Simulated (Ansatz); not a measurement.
# GaH₅O₂Si: a ladder of functionals and wavefunction methods

The task here is to estimate one member of a computed series from the others.

Program: Ansatz 0.2.0, Gaussian basis. Level of theory: functionals in def2-TZVPP, the program's frozen cores in correlated methods. These are calculated values, not measurements.

Plan: LDA (SPW92), PBE-D4, revPBE-D4, BLYP-D4, r2SCAN-D4, B97M-V, PBE0-D4, B3LYP-D4, r2SCANh-D4, r2SCAN0-D4, HSE06-D4, BHLYP-D4, CAM-B3LYP-D4, LC-ωPBE, ωB97X-V, ωB97M-V, B2PLYP, PBE-QIDH; CCSD(T)/def2-SVP; CCSD(T)/def2-TZVPP; CCSD(T)/def2-QZVPP; extrapolation to the limit; RPA on PBE.

## Structure used throughout

An earlier PBE0-D4 in a triple-zeta def2 set relaxation fixed the geometry.

9 atoms, charge 0, spin multiplicity 1.

Atoms are counted from 1 here; the program's logs count them from 0.

Bond lengths: O1–Si2 1.651 Å, O1–H5 0.965 Å, Si2–Ga3 2.403 Å, Si2–H6 1.489 Å, Si2–H7 1.489 Å, Ga3–O4 1.813 Å, Ga3–H8 1.567 Å, O4–H9 0.959 Å. Angles: Si2–O1–H5 113.2°, O1–Si2–Ga3 101.7°, O1–Si2–H6 110.7°, O1–Si2–H7 110.7°, Ga3–Si2–H6 113.4°, Ga3–Si2–H7 113.5°, H6–Si2–H7 106.9°, Si2–Ga3–O4 98.0°, Si2–Ga3–H8 145.5°, O4–Ga3–H8 116.6°, Ga3–O4–H9 117.7°.

Set-up of the first run:

File in.yaml:

```yaml
crystal:
  periodic: [false, false, false]
  atoms:
    - {symbol: O, position_ang: [-0.717364, 1.623574, -0.610046]}
    - {symbol: Si, position_ang: [0.805283, 0.988905, -0.553566]}
    - {symbol: Ga, position_ang: [0.402281, -1.157905, 0.448693]}
    - {symbol: O, position_ang: [-1.393379, -1.007744, 0.649635]}
    - {symbol: H, position_ang: [-1.388693, 1.032035, -0.249132]}
    - {symbol: H, position_ang: [1.708726, 1.857539, 0.251298]}
    - {symbol: H, position_ang: [1.391025, 0.905617, -1.920381]}
    - {symbol: H, position_ang: [1.053406, -2.496163, 0.939804]}
    - {symbol: H, position_ang: [-1.861275, -1.745869, 1.043704]}
basis:
  gaussian: {orbitals: def2-TZVPP}
hamiltonian: {xc: lda}
output: {orbitals: {seedname: orbitals}}
```

Started as:

```console
ansatz run in.yaml --threads 2 --pin off --events-out ev --progress --plain --max-ram 22528MiB --backend cpu
```

Steps of the session up to this table: LDA; PBE-D4 (GGA); revPBE-D4 (GGA); BLYP-D4 (GGA); r2SCAN-D4 (meta-GGA); B97M-V (meta-GGA); PBE0-D4 (hybrid); B3LYP-D4 (hybrid); r2SCANh-D4 (hybrid); r2SCAN0-D4 (hybrid); HSE06-D4 (hybrid); BHLYP-D4 (hybrid); CAM-B3LYP-D4 (range-separated); LC-ωPBE (range-separated); ωB97X-V (range-separated); ωB97M-V (range-separated); B2PLYP (double hybrid); PBE-QIDH (double hybrid).

One of the session's tables, all rows but one given; the rest of the session is left out.

It belongs to the step «Orbital energies across the functionals». 

```
  functional  HOMO (eV)  LUMO (eV)  gap (eV)
 LDA (SPW92)      -6.56      -2.61      3.95
      PBE-D4      -6.45      -2.37      4.08
   revPBE-D4      -6.40      -2.26      4.14
     BLYP-D4          ?          ?         ?
   r2SCAN-D4      -6.72      -2.18      4.53
      B97M-V      -6.81      -2.36      4.44
     PBE0-D4      -7.59      -1.62      5.97
    B3LYP-D4      -7.40      -1.86      5.54
  r2SCANh-D4      -7.13      -1.91      5.22
  r2SCAN0-D4      -7.76      -1.52      6.24
    HSE06-D4      -7.19      -1.98      5.21
    BHLYP-D4      -8.64      -0.88      7.75
CAM-B3LYP-D4      -8.88      -0.70      8.18
     LC-ωPBE     -10.16       0.44     10.61
     ωB97X-V      -9.84       0.31     10.15
     ωB97M-V      -9.64       0.11      9.75
```

**Question.** Estimate the row for BLYP-D4.

Worked estimate for «HOMO (eV)». Against the share of exact exchange, B3LYP-D4 (0.2, -7.40), BHLYP-D4 (0.5, -8.64) give a slope of -4.13 per unit share; at 0 the line stands at -6.57.

The run gave: HOMO (eV): -6.33; LUMO (eV): -2.29; gap (eV): 4.04. In «HOMO (eV)» the line misses by -0.24.
